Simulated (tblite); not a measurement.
# H15O15P35: the cost of one run

Computed with tblite 0.8.0 and PySCF 2.14.0 and routines of our own; the level stands in each step. Atoms count from 0.

## Step 1: The starting structure

65 atoms, charge 0, multiplicity 1; geometry from: force field, distance geometry or constructed start.

## Step 2: Geometry optimisation with GFN2-xTB

Job settings and geometry (Å):

```
{"job": {"kind": "relax", "xc": "GFN2-xTB", "basis": "xTB"}, "charge": 0, "multiplicity": 1}
P     -1.958100    -1.164400    -2.582400
P     -5.280200    -1.160000    -2.587700
P     -3.614800    -1.164900    -1.097200
P     -1.963700    -1.158200     1.789000
P     -5.278000    -1.163800     1.798600
P     -3.623300    -1.163100     3.275200
P     -1.962900     0.969100    -3.289500
P     -3.616600     0.970100    -4.767300
P     -5.274300     0.965300    -3.286600
P     -1.965800     0.966600     5.467400
P     -1.965100     0.966200     1.087700
P     -3.622500     0.965400     3.983200
P     -3.623400     0.968100    -0.387800
P     -5.274800     0.966800     1.087100
P      4.662800    -1.157500    -2.580600
P      6.320100    -1.162000    -1.091900
P      1.351400    -1.160700    -2.579900
P      3.006900    -1.166000    -1.099200
P     -0.306600    -1.160800    -1.095700
P      4.667800    -1.161700     1.797900
P      1.348700    -1.158800     1.796700
P      3.007100    -1.161100     3.277600
P     -0.302600    -1.158000     3.284400
P      4.660800     0.963100    -3.287700
P      3.008500     0.970000    -4.767900
P      1.344900     0.966500    -3.283700
P     -0.305300     0.969700    -4.769500
P      6.321400     0.968000    -0.391600
P      4.665600     0.967800     1.087800
P      3.009100     0.967800     3.986600
P      1.354600     0.968000     5.464700
P      3.006100     0.968700    -0.392600
P      1.350000     0.967500     1.087900
P     -0.303900     0.966100     3.986900
P     -0.304800     0.969200    -0.396100
O     -6.565800    -1.160400    -1.430100
H     -7.169200    -1.888800    -1.732200
O     -6.565400    -1.160100     2.946200
H     -7.167300    -1.892800     2.647800
O     -3.624800    -0.671500    -5.311500
H     -3.622600    -0.611300    -6.296900
O     -6.560400     0.961800    -4.436000
H     -6.957100     1.873500    -4.373200
O     -1.960400    -0.675400     6.007900
H     -1.969200    -0.607300     7.000200
O     -4.911200     0.969000     5.133400
H     -5.302600     1.872600     5.066000
O     -6.566600     0.970000    -0.061400
H     -7.233900     1.593500     0.312300
O      7.613100    -1.161900    -2.249700
H      8.315200    -1.727500    -1.833000
O      5.960800    -1.161300     2.948500
H      6.403100    -2.035800     2.818900
O      5.950800     0.965800    -4.442700
H      6.201900     1.920700    -4.534300
O      3.007500    -0.671900    -5.312100
H      3.012100    -0.614700    -6.302600
O     -0.303300    -0.667300    -5.313400
H     -0.308400    -0.609700    -6.296700
O      7.610300     0.969400     0.759800
H      8.164200     1.748100     0.512100
O      4.301100     0.967100     5.134900
H      4.545900     1.922300     5.233700
O      1.350800    -0.671400     6.010800
H      1.833900    -0.645700     6.879000
```

Launch:

```console
$ OMP_NUM_THREADS=8 python large_run.py task.json out
```

One launch serves the whole session: the jobs run in the order shown.

Q: Estimate the wall time and peak memory of this first job on 8 threads of Arm Neoverse N1, shared host.

About 67 s, with a peak of 0.14 GiB.
